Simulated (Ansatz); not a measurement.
What does this script print? It uses the Python package of Ansatz (0.2.0).

`terms_be3ru.py`:
```python
"""Dispersion, smearing and cutoff parts of the energy of Be3Ru."""

import ansatz as az

xtal = (
    az.Lattice.of((-1.582554, 1.582554, 3.748646), (1.582554, -1.582554, 3.748646), (1.582554, 1.582554, -3.748646))
    .atom("Be", (0.75, 0.25, 0.5))
    .atom("Be", (0.25, 0.75, 0.5))
    .atom("Be", (0.5, 0.5, 0.0))
    .atom("Ru", (0.0, 0.0, 0.0))
)

job = (
    xtal.calculation()
    .kpoints(density=3.8)
    .occupations("cold", width=0.1)
)
with_term = job.functional("pbesol", dispersion="d4").basis(340).cutoff_correction(490).run(threads=1).report
without = job.functional("pbesol").basis(340).run(threads=1).report
finer = job.functional("pbesol").basis(490).run(threads=1).report
removed = az.free_energy_without(with_term, az.EnergyTerm.DISPERSION)
print(f"dispersion term            {with_term['components']['e_disp']:.5f} eV")
print(f"F less dispersion          {removed:.5f} eV, run without it {without['free_energy_ev']:.5f} eV")
print(f"F less smearing term       {az.free_energy_without(without, az.EnergyTerm.SMEARING):.5f} eV")
print(f"estimated gain to 490 eV   {with_term['cutoff_correction']['energy_ev']:.5f} eV, found {finer['free_energy_ev'] - without['free_energy_ev']:.5f} eV")
```

```console
$ python terms_be3ru.py
DeckWarning: basis.ecutwfc = 340 eV is below the records' recommended 420 eV, and the density's cutoff is lower with it unless basis.ecutrho_ratio is high enough to keep the records' density cutoff: compare with a run at a higher cutoff
dispersion term            -0.46727 eV
F less dispersion          -6088.79742 eV, run without it -6088.79742 eV
F less smearing term       -6088.79660 eV
estimated gain to 490 eV   -0.02667 eV, found -0.02675 eV
```
(Warnings from the package without file and line.)

Reading the output:
- Total energies depend on the potentials; only differences at equal settings carry meaning. A total without «per atom» is that of the cell as typed.
- The cutoff lies under the one recommended for these potentials in some of the runs.
- Spin is left out of this run.
- Dispersion corrections can be off by several per cent in the lattices of metals, and by several GPa in the pressure at a fixed cell.
- The structure comes from a database of computed cells and needn't be a stable or known phase.
- Finished in 13 s on 1 thread of Arm Neoverse V1, with other jobs on the host, peak memory 0.42 GiB.
